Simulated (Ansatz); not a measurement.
From input file to script: AlH6NOSi, SMILES [NH2][AlH][O][SiH3] in Ansatz 0.2.0.

```yaml
crystal:
  periodic: [false, false, false]
  atoms:
    - { symbol: "N", position_ang: [-0.5837, 2.1439, 0.3283] }
    - { symbol: Al, position_ang: [-1.0784, 0.3543, 0.6286] }
    - { symbol: O, position_ang: [-0.9531, -0.8661, -0.7449] }
    - { symbol: Si, position_ang: [0.773, -1.4278, -0.657] }
    - { symbol: H, position_ang: [0.1863, 2.4024, 0.9115] }
    - { symbol: H, position_ang: [-0.2982, 2.2686, -0.6723] }
    - { symbol: H, position_ang: [-1.5125, -0.1144, 2.0855] }
    - { symbol: H, position_ang: [0.9478, -2.4103, -1.7274] }
    - { symbol: H, position_ang: [1.6483, -0.3111, -0.8143] }
    - { symbol: H, position_ang: [0.9537, -2.0907, 0.665] }
basis:
  gaussian:
    orbitals: "6-31G*"
hamiltonian:
  xc: pbe0
relax:
  f_tol: 0.01
  max_steps: 100
```

Script `alh6nosi.py`:
```python
import itertools

import ansatz as az
from ase.data import atomic_numbers, covalent_radii
import numpy as np
import pandas as pd

molecule = (
    az.Crystal.molecule()
    .atom("N", (-0.5837, 2.1439, 0.3283))
    .atom("Al", (-1.0784, 0.3543, 0.6286))
    .atom("O", (-0.9531, -0.8661, -0.7449))
    .atom("Si", (0.773, -1.4278, -0.657))
    .atom("H", (0.1863, 2.4024, 0.9115))
    .atom("H", (-0.2982, 2.2686, -0.6723))
    .atom("H", (-1.5125, -0.1144, 2.0855))
    .atom("H", (0.9478, -2.4103, -1.7274))
    .atom("H", (1.6483, -0.3111, -0.8143))
    .atom("H", (0.9537, -2.0907, 0.665))
)

job = (
    molecule.calculation()
    .basis(gaussian="6-31G*")
    .functional("PBE0")
)
symbols = [site.symbol for site in molecule.cartesian_sites]
start = np.array([site.position_ang for site in molecule.cartesian_sites], dtype=float)
def progress(event):
    if event["event"] == "relax_step":
        row = event["data"]
        print(f"step {row['step']:3d}  E = {row['lagrangian_ev']:.6f} eV  largest force component {row['allowed_force_max_ev_ang']:.4f} eV/A")


data = job.relax(force_tolerance=0.01, max_steps=100).session().plan().execute(on_event=progress).report
end = np.array(data["positions_ang"])

print("reference energy %16.6f eV" % data["reference_energy_ev"])
print("total energy     %16.6f eV" % data["free_energy_ev"])
print("occupied orbitals outside the frozen core (up, down):", data["n_occupied"], " frozen:", data["n_frozen"], " virtual:", data["n_virtual"])

radius = [covalent_radii[atomic_numbers[s]] for s in symbols]
span = lambda where, i, j: np.linalg.norm(where[i] - where[j])
bonded = [(i, j) for i, j in itertools.combinations(range(len(symbols)), 2) if min(span(start, i, j), span(end, i, j)) < 1.2 * (radius[i] + radius[j])]
print("pair        before    after (A)")
for i, j in bonded:
    print(f"{symbols[i]}{i}-{symbols[j]}{j}".ljust(10), f"{span(start, i, j):8.4f} {span(end, i, j):8.4f}")
for first, second in list(itertools.combinations(bonded, 2)):
    shared = set(first) & set(second)
    if shared and symbols[(j := shared.pop())] != "H":
        i, k = sorted((set(first) | set(second)) - {j})
        u, v = end[i] - end[j], end[k] - end[j]
        angle = np.degrees(np.arccos(np.clip(u @ v / np.linalg.norm(u) / np.linalg.norm(v), -1, 1)))
        print(f"final angle {symbols[i]}{i}-{symbols[j]}{j}-{symbols[k]}{k}: {angle:.2f} deg")

charges = data["charge_distribution"]
table = pd.DataFrame({"atom": symbols, "mulliken": charges["mulliken_charges_e"], "lowdin": charges["lowdin_charges_e"]})
print(table.round(3).to_string())
print("dipole (e A):", np.round(charges["dipole_moment_e_ang"], 4) + 0.0)
with open("alh6nosi_opt.xyz", "w") as handle:
    handle.write(f"{len(symbols)}\nrelaxed AlH6NOSi\n")
    handle.writelines(f"{s:2s} {x:11.6f} {y:11.6f} {z:11.6f}\n" for s, (x, y, z) in zip(symbols, end))
```

```console
$ python alh6nosi.py
step   1  E = -18099.721250 eV  largest force component 4.1914 eV/A
step   2  E = -18100.224739 eV  largest force component 2.3822 eV/A
step   3  E = -18100.452658 eV  largest force component 1.7035 eV/A
step   4  E = -18100.591246 eV  largest force component 0.8575 eV/A
step   5  E = -18100.699999 eV  largest force component 0.4035 eV/A
step   6  E = -18100.767162 eV  largest force component 0.2473 eV/A
step   7  E = -18100.807848 eV  largest force component 0.4958 eV/A
step   8  E = -18100.840371 eV  largest force component 0.1145 eV/A
step   9  E = -18100.853997 eV  largest force component 0.0764 eV/A
step  10  E = -18100.858202 eV  largest force component 0.0157 eV/A
[... 27 cycles left out ...]
step  38  E = -18100.861424 eV  largest force component 0.0200 eV/A
step  39  E = -18100.861498 eV  largest force component 0.0119 eV/A
step  40  E = -18100.861588 eV  largest force component 0.0178 eV/A
step  41  E = -18100.861461 eV  largest force component 0.0492 eV/A
step  42  E = -18100.861659 eV  largest force component 0.0117 eV/A
step  43  E = -18100.861689 eV  largest force component 0.0161 eV/A
step  44  E = -18100.861720 eV  largest force component 0.0147 eV/A
step  45  E = -18100.861745 eV  largest force component 0.0142 eV/A
step  46  E = -18100.861776 eV  largest force component 0.0128 eV/A
step  47  E = -18100.861788 eV  largest force component 0.0083 eV/A
reference energy    -18100.861824 eV
total energy        -18100.861824 eV
occupied orbitals outside the frozen core (up, down): [24, 24]  frozen: 0  virtual: [56, 56]
pair        before    after (A)
N0-Al1       1.8808   1.7696
N0-H4        0.9999   1.0106
N0-H5        1.0480   1.0103
Al1-O2       1.8416   1.7040
Al1-H6       1.5908   1.5822
O2-Si3       1.8173   1.6353
Si3-H7       1.4634   1.4918
Si3-H8       1.4276   1.4913
Si3-H9       1.4899   1.4931
final angle Al1-N0-H4: 123.77 deg
final angle Al1-N0-H5: 125.47 deg
final angle N0-Al1-O2: 118.24 deg
final angle N0-Al1-H6: 120.43 deg
final angle H4-N0-H5: 110.76 deg
final angle O2-Al1-H6: 121.33 deg
final angle Al1-O2-Si3: 160.20 deg
final angle O2-Si3-H7: 110.49 deg
final angle O2-Si3-H8: 110.45 deg
final angle O2-Si3-H9: 111.61 deg
final angle H7-Si3-H8: 108.28 deg
final angle H7-Si3-H9: 107.95 deg
final angle H8-Si3-H9: 107.95 deg
  atom  mulliken  lowdin
0    N    -0.941  -0.447
1   Al     0.753   0.104
2    O    -0.688  -0.174
3   Si     0.572   0.365
4    H     0.349   0.243
5    H     0.349   0.242
6    H    -0.103  -0.077
7    H    -0.097  -0.086
8    H    -0.096  -0.086
9    H    -0.099  -0.084
dipole (e A): [-0.0947  0.3233 -0.0031]
```

What to keep in mind:
- Total energies depend on the basis set; only differences at equal settings carry meaning.
- The end point is the stationary point reached from this start; no frequency run checks that it is a minimum, and the basis set is modest.
- The Löwdin charges here are taken after orthogonalising the functions within each atom; they differ from plain Löwdin charges, and their signs can be unphysical.
- Hardware and time: 2.8 min on 1 thread of Arm Neoverse V2, on a shared host, peak memory 0.27 GiB.

(Lines on the test bed's own set-up are left out of the output.)
